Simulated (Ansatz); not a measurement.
**C5H12ClGaO: small, medium and large basis sets**

How large a basis does C5H12ClGaO need? Two functionals are run in growing sets.

Program: Ansatz 0.2.0, Gaussian basis. Level of theory: one geometry, several basis sets. These are calculated values, not measurements.

Levels to be run: PBE0-D4/def2-SVP; ωB97M-V/def2-SVP; PBE0-D4/def2-QZVPP; ωB97M-V/def2-QZVPP; the functionals' def2-TZVPP values are taken from earlier runs.

**1. The relaxed structure**

The geometry comes from an earlier relaxation with PBE0-D4/def2-TZVP; it is a stationary point, not always the lowest conformer.

SMILES `C[CH2][Ga]([Cl])[O]C(C)C`, 20 atoms, charge 0, spin multiplicity 1.

Atoms are counted from 1 here; the program's logs count them from 0.

Bond lengths: C1–C2 1.524 Å, C1–H9 1.092 Å, C1–H10 1.092 Å, C1–H11 1.094 Å, C2–Ga3 1.954 Å, C2–H12 1.094 Å, C2–H13 1.094 Å, Ga3–Cl4 2.162 Å, Ga3–O5 1.773 Å, O5–C6 1.415 Å, C6–C7 1.517 Å, C6–C8 1.517 Å, C6–H14 1.098 Å, C7–H15 1.092 Å, C7–H16 1.093 Å, C7–H17 1.094 Å, C8–H18 1.094 Å, C8–H19 1.093 Å and more. Angles: C2–C1–H9 111.8°, C2–C1–H10 111.8°, C2–C1–H11 111.0°, H9–C1–H10 106.9°, H9–C1–H11 107.6°, H10–C1–H11 107.6°, C1–C2–Ga3 114.3°, C1–C2–H12 111.4°, C1–C2–H13 111.5°, Ga3–C2–H12 106.7°, Ga3–C2–H13 106.8°, H12–C2–H13 105.6°, C2–Ga3–Cl4 121.2°, C2–Ga3–O5 119.8°, Cl4–Ga3–O5 119.0°, Ga3–O5–C6 130.2°, O5–C6–C7 111.4°, O5–C6–C8 111.3° and more.

As a file:

```mol
C5H12ClGaO
  3D, bonds by distance, orders not assigned

 20 19  0  0  0  0  0  0  0  0999 V2000
    2.6150   -0.7452   -1.8655 C   0  0
    1.7130    0.4401   -2.1863 C   0  0
    0.2212    0.6731   -0.9453 Ga  0  0
   -1.2364    2.2450   -1.2282 Cl  0  0
    0.0492   -0.4197    0.4396 O   0  0
   -0.9311   -0.4559    1.4588 C   0  0
   -0.9097    0.8117    2.2920 C   0  0
   -2.3070   -0.7485    0.8909 C   0  0
    3.0587   -0.6587   -0.8716 H   0  0
    2.0660   -1.6888   -1.8869 H   0  0
    3.4328   -0.8221   -2.5879 H   0  0
    2.2726    1.3807   -2.1847 H   0  0
    1.2806    0.3562   -3.1881 H   0  0
   -0.6406   -1.2957    2.1043 H   0  0
    0.0964    0.9972    2.6742 H   0  0
   -1.5886    0.7268    3.1444 H   0  0
   -1.2231    1.6727    1.6950 H   0  0
   -2.6487    0.0773    0.2605 H   0  0
   -3.0367   -0.8850    1.6931 H   0  0
   -2.2838   -1.6612    0.2916 H   0  0
  1  2  8  0
  2  3  8  0
  3  4  8  0
  3  5  8  0
  5  6  8  0
  6  7  8  0
  6  8  8  0
  1  9  8  0
  1 10  8  0
  1 11  8  0
  2 12  8  0
  2 13  8  0
  6 14  8  0
  7 15  8  0
  7 16  8  0
  7 17  8  0
  8 18  8  0
  8 19  8  0
  8 20  8  0
M  END
```

**2. PBE0-D4 in def2-SVP**

File in.yaml:

```yaml
crystal:
  periodic: [false, false, false]
  atoms:
    - {symbol: C, position_ang: [2.614957, -0.745180, -1.865534]}
    - {symbol: C, position_ang: [1.713011, 0.440133, -2.186302]}
    - {symbol: Ga, position_ang: [0.221238, 0.673124, -0.945329]}
    - {symbol: Cl, position_ang: [-1.236395, 2.245025, -1.228202]}
    - {symbol: O, position_ang: [0.049233, -0.419730, 0.439613]}
    - {symbol: C, position_ang: [-0.931076, -0.455882, 1.458811]}
    - {symbol: C, position_ang: [-0.909737, 0.811668, 2.292023]}
    - {symbol: C, position_ang: [-2.307007, -0.748477, 0.890917]}
    - {symbol: H, position_ang: [3.058683, -0.658697, -0.871597]}
    - {symbol: H, position_ang: [2.065951, -1.688846, -1.886918]}
    - {symbol: H, position_ang: [3.432848, -0.822126, -2.587883]}
    - {symbol: H, position_ang: [2.272620, 1.380731, -2.184665]}
    - {symbol: H, position_ang: [1.280648, 0.356246, -3.188064]}
    - {symbol: H, position_ang: [-0.640554, -1.295694, 2.104303]}
    - {symbol: H, position_ang: [0.096375, 0.997193, 2.674232]}
    - {symbol: H, position_ang: [-1.588581, 0.726757, 3.144425]}
    - {symbol: H, position_ang: [-1.223080, 1.672671, 1.694974]}
    - {symbol: H, position_ang: [-2.648651, 0.077311, 0.260475]}
    - {symbol: H, position_ang: [-3.036694, -0.885018, 1.693110]}
    - {symbol: H, position_ang: [-2.283780, -1.661192, 0.291610]}
basis:
  gaussian: {orbitals: def2-SVP}
hamiltonian: {xc: pbe0, dispersion: d4}
output: {orbitals: {seedname: orbitals}}
```

On the command line:

```console
ansatz run in.yaml --threads 4 --pin off --events-out ev --progress --plain --max-ram 46080MiB --backend cpu
```

Further steps of the session: ωB97M-V in def2-SVP; PBE0-D4 in def2-QZVPP; ωB97M-V in def2-QZVPP.

**Question.** What will the summary of the whole plan be? Wanted: PBE0-D4: double and triple zeta above quadruple; ωB97M-V: double and triple zeta above quadruple.

**Answer**, as computed:

| quantity | value |
| --- | --- |
| PBE0-D4: double and triple zeta above quadruple | 21.22, 1.97 eV |
| ωB97M-V: double and triple zeta above quadruple | 21.50, 1.91 eV |

**Reading.** PBE0-D4 gains 19.24 eV from double to triple zeta, then 1.97 eV more. Total energies overstate the basis error of differences, where much of it tends to cancel.
